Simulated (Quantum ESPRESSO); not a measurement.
# C2SiH4 in Quantum ESPRESSO: single point with revPBE+D3(BJ)

Aim: the single point of C2SiH4 with revPBE+D3(BJ).

All numbers are computed with Quantum ESPRESSO 7.5; they aren't measurements. Logs are shortened: lines on timing, memory, paths and dates and some standing lists are left out, and cuts for length are marked.

## Step 1: The molecule as given

The cell holds a molecule in a box, 7 atoms: a = 12.000 Å, b = 14.000 Å, c = 12.000 Å, α = 90.00°, β = 90.00°, γ = 90.00°.

## Step 2: Single point, revPBE+D3(BJ)

The input, pw.in:

```
&CONTROL
  calculation = 'scf'
  prefix = 'pwscf'
  outdir = './tmp'
  pseudo_dir = './pseudo'
  tprnfor = .true.
  disk_io = 'nowf'
/
&SYSTEM
  ibrav = 0
  nat = 7
  ntyp = 3
  ecutwfc = 88
  nbnd = 14
  input_dft = 'revpbe'
  occupations = 'fixed'
  vdw_corr = 'grimme-d3'
  dftd3_version = 4
/
&ELECTRONS
  conv_thr = 1.4d-09
  electron_maxstep = 120
  mixing_beta = 0.5
/
ATOMIC_SPECIES
C     12.0110 06_C_4_1.2_1.2_pbe_n_v1.0.upf
Si    28.0850 14_Si_4_1.9_1.9_pbe_n_v1.0.upf
H      1.0080 01_H_1_1.0_1.0_pbe_v1.0.upf
CELL_PARAMETERS angstrom
  12.0000000000    0.0000000000    0.0000000000
   0.0000000000   14.0000000000    0.0000000000
   0.0000000000    0.0000000000   12.0000000000
ATOMIC_POSITIONS angstrom
C      4.9788500400    5.6822999800    6.4312500000
C      5.3410500000    6.8271999600    6.3214500000
Si     5.8893500400    8.5579999400    6.1552500000
H      4.6585500000    4.6701999400    6.5283500400
H      5.4650499600    9.0820000600    4.8340500000
H      5.2778499600    9.3718000600    7.2339500400
H      7.3674500400    8.6166000200    6.2634500400
K_POINTS gamma
```

Potentials or basis: SPMS 1.0 PBE.

Command:

```console
$ OMP_NUM_THREADS=1 pw.x -in pw.in > pw.out
```

pw.out:

```text
This program is part of the open-source Quantum ESPRESSO suite
     for quantum simulation of materials; please cite
         "P. Giannozzi et al., J. Phys.:Condens. Matter 21 395502 (2009);
         "P. Giannozzi et al., J. Phys.:Condens. Matter 29 465901 (2017);
         "P. Giannozzi et al., J. Chem. Phys. 152 154105 (2020);
     in publications or presentations arising from this work. More details at

     IMPORTANT: XC functional enforced from input :
     Exchange-correlation= REVPBE
                           (   1   4   4   4   0   0   0)
     Any further DFT definition will be discarded
     Please, verify this is what you really want

     gamma-point specific algorithms are used

     G-vector sticks info
     --------------------
     sticks:   dense  smooth     PW     G-vecs:    dense   smooth      PW
     Sum       16783   16783   4189              1517117  1517117  189599

     Using Slab Decomposition

     bravais-lattice index     =            0
     lattice parameter (alat)  =      22.6767  a.u.
     unit-cell volume          =   13604.6423 (a.u.)^3
     number of atoms/cell      =            7
     number of atomic types    =            3
     number of electrons       =        16.00
     number of Kohn-Sham states=           14
     kinetic-energy cutoff     =      88.0000  Ry
     charge density cutoff     =     352.0000  Ry
     scf convergence threshold =      1.4E-09
     mixing beta               =       0.5000
     number of iterations used =            8  plain     mixing
     Exchange-correlation= REVPBE
                           (   1   4   4   4   0   0   0)

     celldm(1)=  22.676713  celldm(2)=   0.000000  celldm(3)=   0.000000
     celldm(4)=   0.000000  celldm(5)=   0.000000  celldm(6)=   0.000000

     crystal axes: (cart. coord. in units of alat)
               a(1) = (   1.000000   0.000000   0.000000 )
               a(2) = (   0.000000   1.166667   0.000000 )
               a(3) = (   0.000000   0.000000   1.000000 )

     reciprocal axes: (cart. coord. in units 2 pi/alat)
               b(1) = (  1.000000  0.000000  0.000000 )
               b(2) = (  0.000000  0.857143  0.000000 )
               b(3) = (  0.000000  0.000000  1.000000 )

     PseudoPot. # 1 for C  read from file:
     06_C_4_1.2_1.2_pbe_n_v1.0.upf
     Pseudo is Norm-conserving + core correction, Zval =  4.0
     Generated using ONCVPSP code by D. R. Hamann
     Using radial grid of 1246 points,  4 beta functions with:
                l(1) =   0
                l(2) =   0
                l(3) =   1
                l(4) =   1

     PseudoPot. # 2 for Si read from file:
     14_Si_4_1.9_1.9_pbe_n_v1.0.upf
     Pseudo is Norm-conserving + core correction, Zval =  4.0
     Generated using ONCVPSP code by D. R. Hamann
     Using radial grid of 1524 points,  6 beta functions with:
                l(1) =   0
                l(2) =   0
                l(3) =   1
                l(4) =   1
                l(5) =   2
                l(6) =   2

     PseudoPot. # 3 for H  read from file:
     01_H_1_1.0_1.0_pbe_v1.0.upf
     Pseudo is Norm-conserving, Zval =  1.0
     Generated using ONCVPSP code by D. R. Hamann
     Using radial grid of 1160 points,  3 beta functions with:
                l(1) =   0
                l(2) =   0
                l(3) =   1

     atomic species   valence    mass     pseudopotential
     C                 4.00    12.01100     C ( 1.00)
     Si                4.00    28.08500     Si( 1.00)
     H                 1.00     1.00800     H ( 1.00)

     No symmetry found

   Cartesian axes

     site n.     atom                  positions (alat units)
         1        C      tau(   1) = (   0.4149042   0.4735250   0.5359375  )
         2        C      tau(   2) = (   0.4450875   0.5689333   0.5267875  )
         3        Si     tau(   3) = (   0.4907792   0.7131667   0.5129375  )
         4        H      tau(   4) = (   0.3882125   0.3891833   0.5440292  )
         5        H      tau(   5) = (   0.4554208   0.7568333   0.4028375  )
         6        H      tau(   6) = (   0.4398208   0.7809833   0.6028292  )
         7        H      tau(   7) = (   0.6139542   0.7180500   0.5219542  )

     --------------------------------------------
     DFT-D3 Dispersion Correction (3-body terms):
     --------------------------------------------
       Reference C6 values for interpolation:

         atom   Coordination number   C6
         H          0.912             6.05
         H          0.000            15.18
         C          0.000            98.23
         C          0.987            86.49
         C          1.998            58.72
         C          2.999            51.56
         C          3.984            36.41
         Si         0.000           635.71
         Si         0.951           540.53
         Si         1.944           466.25
         Si         2.941           443.01
         Si         3.868           299.55

       Values used:

         atom   Coordination number  R0_AB[au]  C6      C8
         C          2.028            2.750     58.87   1702.51
         C          1.997            2.750     58.99   1706.17
         Si         3.943            3.583    301.81  21587.67
         H          0.998            2.062      6.18     74.74
         H          0.973            2.062      6.21     75.05
         H          0.973            2.062      6.21     75.05
         H          0.973            2.062      6.21     75.05

         Molecular C6 ( Ry / a.u.^6 ) =      1810.83

     number of k points=     1
                       cart. coord. in units 2pi/alat
        k(    1) = (   0.0000000   0.0000000   0.0000000), wk =   2.0000000

     Dense  grid:   758559 G-vectors     FFT dimensions: ( 135, 160, 135)

     Initial potential from superposition of free atoms

     starting charge      15.9993, renormalised to      16.0000

     negative rho (up, down):  1.026E-04 0.000E+00
     Starting wfcs are   16 randomized atomic wfcs

     Self-consistent Calculation

     iteration #  1     ecut=    88.00 Ry     beta= 0.50
     Davidson diagonalization with overlap
     ethr =  1.00E-02,  avg # of iterations =  3.0

     negative rho (up, down):  2.768E-05 0.000E+00

     total energy              =     -37.06045389 Ry
     estimated scf accuracy    <       0.76142103 Ry

     iteration #  2     ecut=    88.00 Ry     beta= 0.50
     Davidson diagonalization with overlap
     ethr =  4.76E-03,  avg # of iterations =  2.0

     negative rho (up, down):  8.321E-06 0.000E+00

     total energy              =     -37.12880105 Ry
     estimated scf accuracy    <       0.06640044 Ry

     iteration #  3     ecut=    88.00 Ry     beta= 0.50
     Davidson diagonalization with overlap
     ethr =  4.15E-04,  avg # of iterations =  5.0

     negative rho (up, down):  2.478E-06 0.000E+00

     total energy              =     -37.13315579 Ry
     estimated scf accuracy    <       0.01045155 Ry

     iteration #  4     ecut=    88.00 Ry     beta= 0.50
     Davidson diagonalization with overlap
     ethr =  6.53E-05,  avg # of iterations = 11.0

     negative rho (up, down):  7.964E-07 0.000E+00

     total energy              =     -37.13468472 Ry
     estimated scf accuracy    <       0.00633452 Ry

     iteration #  5     ecut=    88.00 Ry     beta= 0.50
     Davidson diagonalization with overlap
     ethr =  3.96E-05,  avg # of iterations =  2.0

     negative rho (up, down):  6.209E-08 0.000E+00

     total energy              =     -37.13565325 Ry
     estimated scf accuracy    <       0.00011577 Ry

     iteration #  6     ecut=    88.00 Ry     beta= 0.50
     Davidson diagonalization with overlap
     c_bands:  1 eigenvalues not converged
     ethr =  7.24E-07,  avg # of iterations = 20.0

     total energy              =     -37.13568109 Ry
     estimated scf accuracy    <       0.00001831 Ry

     iteration #  7     ecut=    88.00 Ry     beta= 0.50
     Davidson diagonalization with overlap
     ethr =  1.14E-07,  avg # of iterations =  2.0

     total energy              =     -37.13568487 Ry
     estimated scf accuracy    <       0.00000216 Ry

     iteration #  8     ecut=    88.00 Ry     beta= 0.50
     Davidson diagonalization with overlap
     ethr =  1.35E-08,  avg # of iterations =  2.0

     total energy              =     -37.13568527 Ry
     estimated scf accuracy    <       0.00000009 Ry

     iteration #  9     ecut=    88.00 Ry     beta= 0.50
     Davidson diagonalization with overlap
     ethr =  5.78E-10,  avg # of iterations =  2.0

     total energy              =     -37.13568529 Ry
     estimated scf accuracy    <       0.00000002 Ry

     iteration # 10     ecut=    88.00 Ry     beta= 0.50
     Davidson diagonalization with overlap
     ethr =  1.18E-10,  avg # of iterations =  2.0

     total energy              =     -37.13568530 Ry
     estimated scf accuracy    <          2.1E-09 Ry

     iteration # 11     ecut=    88.00 Ry     beta= 0.50
     Davidson diagonalization with overlap
     ethr =  1.34E-11,  avg # of iterations =  2.0

     End of self-consistent calculation

          k = 0.0000 0.0000 0.0000 ( 94800 PWs)   bands (ev):

   -18.3651 -14.2051 -12.7521  -9.5857  -8.5997  -8.5985  -6.8625  -6.8623
    -0.8421  -0.8414  -0.3817   0.0143   0.2914   0.6237

     highest occupied, lowest unoccupied level (ev):    -6.8623   -0.8421

!    total energy              =     -37.13568530 Ry
     estimated scf accuracy    <          1.2E-10 Ry

     The total energy is the sum of the following terms:
     one-electron contribution =     -98.44553279 Ry
     hartree contribution      =      50.87025534 Ry
     xc contribution           =     -14.28796019 Ry
     ewald contribution        =      24.74875417 Ry
     DFT-D3 Dispersion         =      -0.02120183 Ry

     convergence has been achieved in  11 iterations

     Forces acting on atoms (cartesian axes, Ry/au):

     atom    1 type  1   force =    -0.01036061   -0.03273655    0.00314136
     atom    2 type  1   force =     0.01054080    0.03327678   -0.00318813
     atom    3 type  2   force =    -0.00064384   -0.00223077    0.00010332
     atom    4 type  3   force =    -0.00099815   -0.00309211    0.00030239
     atom    5 type  3   force =    -0.00107649    0.00173722   -0.00362868
     atom    6 type  3   force =    -0.00162324    0.00257743    0.00299022
     atom    7 type  3   force =     0.00416153    0.00046801    0.00027952

     Total force =     0.049867     Total SCF correction =     0.000014

=------------------------------------------------------------------------------=
   JOB DONE.
=------------------------------------------------------------------------------=
```

Run time: 33 s. Hardware: 1 thread of Arm Neoverse V2, shared host; peak memory 1 GiB.

Results:

```yaml
Free_energy: -505.2567 eV
Largest_force: 0.901 eV/Å
Gap_between_the_frontier_levels: 6.02 eV
```

Forces on the atoms (eV/Å):
```
C   -0.266 -0.842  0.081
C    0.271  0.856 -0.082
Si  -0.017 -0.057  0.003
H   -0.026 -0.080  0.008
H   -0.028  0.045 -0.093
H   -0.042  0.066  0.077
H    0.107  0.012  0.007
```

Levels at points of the mesh, in eV from the valence-band top:
```tsv
k point	band 3	band 4	band 5	band 6	band 7	band 8	band 9	band 10	band 11	band 12
(0.00, 0.00, 0.00)	-5.89	-2.72	-1.74	-1.74	0.00	0.00	6.02	6.02	6.48	6.88
```

Caveat: the potentials were made for another functional, which shifts forces and pressure; this is a molecule in a periodic box, so the gap is that between its Kohn-Sham HOMO and LUMO and the box isn't a crystal.
